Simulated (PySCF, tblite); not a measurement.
**C8H14OP+: geometry, infrared bands and NMR shifts**

Aim: predict the infrared bands and NMR shifts of C8H14OP+ (`CC[P@+]1(C)C=CC(OC)=C1`).

The runs use tblite 0.8.0 and PySCF 2.14.0, with density-fitted response routines of our own; the level of theory stands in each step. All values are computed, except where a source is named. Atoms count from 0, in the outputs and in this text.

**1. Starting geometry**

24 atoms, charge 1, multiplicity 1; geometry from: force field or distance geometry start.

Bonds of the start (Å): C0–C1 1.50, C1–P2 1.77, P2–C3 1.75, P2–C4 1.74, C4–C5 1.34, C5–C6 1.46, C6–O7 1.37, O7–C8 1.42, C6–C9 1.34, C9–P2 1.73, C0–H10 1.10, C0–H11 1.08, C0–H12 1.08, C1–H13 1.09, C1–H14 1.11, C3–H15 1.10, C3–H16 1.08, C3–H17 1.10, C4–H18 1.08, C5–H19 1.09, C8–H20 1.09, C8–H21 1.09, C8–H22 1.10, C9–H23 1.08.

**2. Geometry optimisation with GFN2-xTB**

Job settings and geometry (Å):

```
{"job": {"kind": "relax", "xc": "GFN2-xTB", "basis": "xTB"}, "charge": 1, "multiplicity": 1}
C     -2.207800     1.631900    -1.139400
C     -2.107600     0.479700    -0.177700
P     -0.709900    -0.572600    -0.439700
C     -0.666900    -1.362500    -2.003400
C     -0.539300    -1.713500     0.860200
C      0.604100    -1.484800     1.515500
C      1.370500    -0.367300     0.981800
O      2.549100    -0.085400     1.621700
C      3.293300     0.999300     1.096700
C      0.778500     0.222000    -0.069200
H     -3.101700     2.239500    -0.915300
H     -1.335600     2.273000    -1.080100
H     -2.304800     1.272600    -2.157000
H     -3.014400    -0.123700    -0.235300
H     -2.069900     0.885300     0.853200
H      0.200400    -2.027700    -2.071000
H     -0.613100    -0.641500    -2.809100
H     -1.562500    -1.984700    -2.152900
H     -1.227500    -2.500300     1.121500
H      0.960400    -2.054900     2.373200
H      4.192800     1.115800     1.701000
H      3.588600     0.815700     0.061200
H      2.727600     1.944200     1.184100
H      1.184200     1.059800    -0.610500
```

Started as:

```console
$ OMP_NUM_THREADS=1 python probes_run.py task.json out
```

One launch serves the whole session: the jobs run in the order shown.

**Question.** This job is followed by: GFN2-xTB harmonic vibrations, gas phase; GIAO PBE0/pcSseg-1 NMR shielding, non-relativistic, gas phase. What will the session give for the following? strongest single infrared mode (GFN2-xTB); zero-point energy (GFN2-xTB); 13C shifts against TMS (PBE0/pcSseg-1); 1H shifts against TMS (PBE0/pcSseg-1, means over atoms taken as alike); 31P shifts against H3PO4 (PBE0/pcSseg-1); 17O shifts against H2O (PBE0/pcSseg-1).

**Answer**, as computed:

```
                                                              quantity                                                value
                             strongest single infrared mode (GFN2-xTB)                                1551 cm⁻¹, 332 km/mol
                                          zero-point energy (GFN2-xTB)                                       123.9 kcal/mol
                                13C shifts against TMS (PBE0/pcSseg-1)  183.7, 160.9, 131.2, 78.1, 60.7, 24.7, 9.8, 8.1 ppm
1H shifts against TMS (PBE0/pcSseg-1, means over atoms taken as alike)   7.53, 6.81, 4.70, 4.33, 2.49, 2.17, 2.16, 1.70 ppm
                              31P shifts against H3PO4 (PBE0/pcSseg-1)                                             34.8 ppm
                                17O shifts against H2O (PBE0/pcSseg-1)                                            177.3 ppm
```

**Reading.** Over 39 steps the energy fell by 0.311 eV; of the close pairs, P2–C4 changed most, 1.738 to 1.798 Å. No mode is imaginary among the 66: a minimum at this level. The strongest single mode, at 1551 cm⁻¹, has its largest shares on C6, C5, C4 and C9 (the list is cut at 4 atoms). Unscaled tight-binding wavenumbers are off by several per cent, some by more. Its intensities can rank the bands wrongly. At PBE0/pcSseg-1: The largest span, 325 ppm, is at O7, where the paramagnetic term is -235 ppm. At PBE0/pcSseg-1, counted by nearest atom on the grid, the HOMO lies on C9 42 %; O7 15 %, the LUMO on C4, C5 about 21 % each; C6 14 %.
